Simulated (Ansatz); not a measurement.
# BF3H: the cost of one run

Program: Ansatz 0.2.0. Level of theory: UKS PBE0/6-31G*. These are calculated values, not measurements.

### 1 The structure to begin with

Bond lengths: B1–F3 1.320 Å, B1–F4 1.320 Å. Angles: F3–B1–F4 120.0°.

Coordinates:

```xyz
5

B     0.0000    0.0000    0.0000
H     0.0000    0.0000    1.4400
F     1.1431    0.0000   -0.6600
F    -1.1431    0.0000   -0.6600
F     0.0000    0.0000    2.6600
```

### 2 Pulling towards end A

Springs on the bonds that form and break draw the guess towards this end; the thresholds are loose.

The input, input.yaml:

```yaml
crystal:
  periodic: [false, false, false]
  atoms:
    - { symbol: B, position_ang: [0.0, 0.0, 0.0] }
    - { symbol: H, position_ang: [0.0, 0.0, 1.44] }
    - { symbol: F, position_ang: [1.1431, 0.0, -0.66] }
    - { symbol: F, position_ang: [-1.1431, 0.0, -0.66] }
    - { symbol: F, position_ang: [0.0, 0.0, 2.66] }
magnetization:
  spin_polarized: true
  initial_magnetization: 1
basis:
  gaussian: { orbitals: "6-31G*" }
hamiltonian:
  xc: pbe0
relax:
  f_tol: 0.15
  max_steps: 25
  restrain:
    - { distance: [1, 4], at: 2.12, k: 30.0 }
    - { distance: [0, 1], at: 1.19, k: 30.0 }
```

On the command line:

```bash
$ ansatz run input.yaml --threads 1 --pin off --max-ram 2048MiB --backend cpu --events-out ev --progress --plain --runs-dir out
```

**Question.** How long does this run take on 1 thread of Arm Neoverse V2, shared host, and how much memory does it need?

About 32 s, with a peak of 0.14 GiB.
